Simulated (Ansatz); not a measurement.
This script makes an atomisation energy of C2H6OS, SMILES CC(O)S with Ansatz 0.2.0, Python API.

`run_tae.py`
```python
'''Atomisation energy of C2H6OS at the given geometry.'''

from collections import Counter

import ansatz
from ase import Atoms


def single_point(molecule, charge=0, unpaired=0):
    calc = molecule.calculation().basis(gaussian='aug-cc-pVDZ').functional('r2scan')
    if charge:
        calc = calc.charge(charge)
    if unpaired:
        calc = calc.spin('collinear', total=unpaired)
    return calc.run().report['free_energy_ev']

atoms = Atoms(['C', 'C', 'O', 'S', 'H', 'H', 'H', 'H', 'H', 'H'], positions=[
    (-0.8198, 0.4959, -0.1586),
    (0.1463, -0.579, -0.0061),
    (0.8498, -0.3673, 1.1781),
    (1.3526, -0.5977, -1.4206),
    (-1.4622, 0.4123, -1.0985),
    (-1.5551, 0.5678, 0.6825),
    (-0.3594, 1.5274, -0.1829),
    (-0.3173, -1.5276, 0.0501),
    (0.2605, -0.4484, 1.9709),
    (1.9878, 0.4654, -1.0119),
])
system = ansatz.Crystal.molecule_from_ase(atoms)

# unpaired electrons of the ground-state atoms
unpaired = {'C': 2, 'O': 2, 'S': 2, 'H': 1}
counts = Counter(site.symbol for site in system.cartesian_sites)
atom_energy = {s: single_point(ansatz.Crystal.molecule().atom(s, (0, 0, 0)), 0, unpaired[s]) for s in counts}
whole = single_point(system, 0, 0)
for s, e in atom_energy.items():
    print(f'{s:2s} x{counts[s]}  {e:14.5f} eV')
print(f'C2H6OS: {whole:.5f} eV')
split = sum(counts[s] * e for s, e in atom_energy.items()) - whole
print(f'atomisation energy (no zero-point term): {split:.3f} eV, {split / sum(counts.values()):.3f} eV an atom')
```

What does it cost to take this molecule apart into atoms?

36.944 eV from the electronic energies, without the zero-point term.

What the script printed:

```console
$ python run_tae.py
C  x2     -1029.34803 eV
O  x1     -2041.92248 eV
S  x1    -10832.28143 eV
H  x6       -13.59129 eV
C2H6OS: -15051.39134 eV
atomisation energy (no zero-point term): 36.944 eV, 3.694 eV an atom
```

Reading the output:
- Total energies depend on the basis set; only differences at equal settings carry meaning.
- The geometry is a force-field or estimated start, not a minimum of this method, and the basis set is short of its limit. All parts are taken at fixed geometry, without zero-point energy.
- For Al to Cl the sets with a tight d function, cc-pV(X+d)Z, are usual.
- Run time: 15 s on 1 thread of Arm Neoverse V1 (shared host), peak memory 0.28 GiB.
